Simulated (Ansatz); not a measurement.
# ClGaHP: the cost of one run

The runs use Ansatz 0.2.0, Gaussian basis; UKS PBE0/def2-TZVP.

## Step 1: The starting structure

4 atoms, charge 0, spin multiplicity 3.

Atoms are counted from 1 here; the program's logs count them from 0.

Bond lengths: Cl1–Ga2 2.108 Å, Ga2–P3 2.338 Å, Ga2–H4 1.594 Å. Angles: Cl1–Ga2–P3 114.5°, Cl1–Ga2–H4 111.5°, P3–Ga2–H4 134.0°.

The start was built by rule and, where that kept it together, relaxed with GFN2-xTB. Sticks and bond lists go by distance. No spin-orbit coupling is included. 

## Step 2: Relaxation

The input, in.yaml:

```yaml
crystal:
  periodic: [false, false, false]
  atoms:
    - {symbol: Cl, position_ang: [-1.768743, -0.530926, -0.006367]}
    - {symbol: Ga, position_ang: [0.029684, 0.568602, 0.005674]}
    - {symbol: P, position_ang: [1.965680, -0.741821, -0.006173]}
    - {symbol: H, position_ang: [-0.244933, 2.138327, 0.021121]}
basis:
  gaussian: {orbitals: def2-TZVP}
magnetization: {spin_polarized: true, initial_magnetization: 2}
hamiltonian: {xc: pbe0}
relax: {f_tol: 0.004, max_steps: 80}
```

Command:

```
$ ansatz run in.yaml --threads 1 --pin off --events-out ev --progress --plain --max-ram 2176MiB
```

What time and memory should one allow on 1 thread of Arm Neoverse V1, shared host?

About 53 s, with a peak of 0.37 GiB.
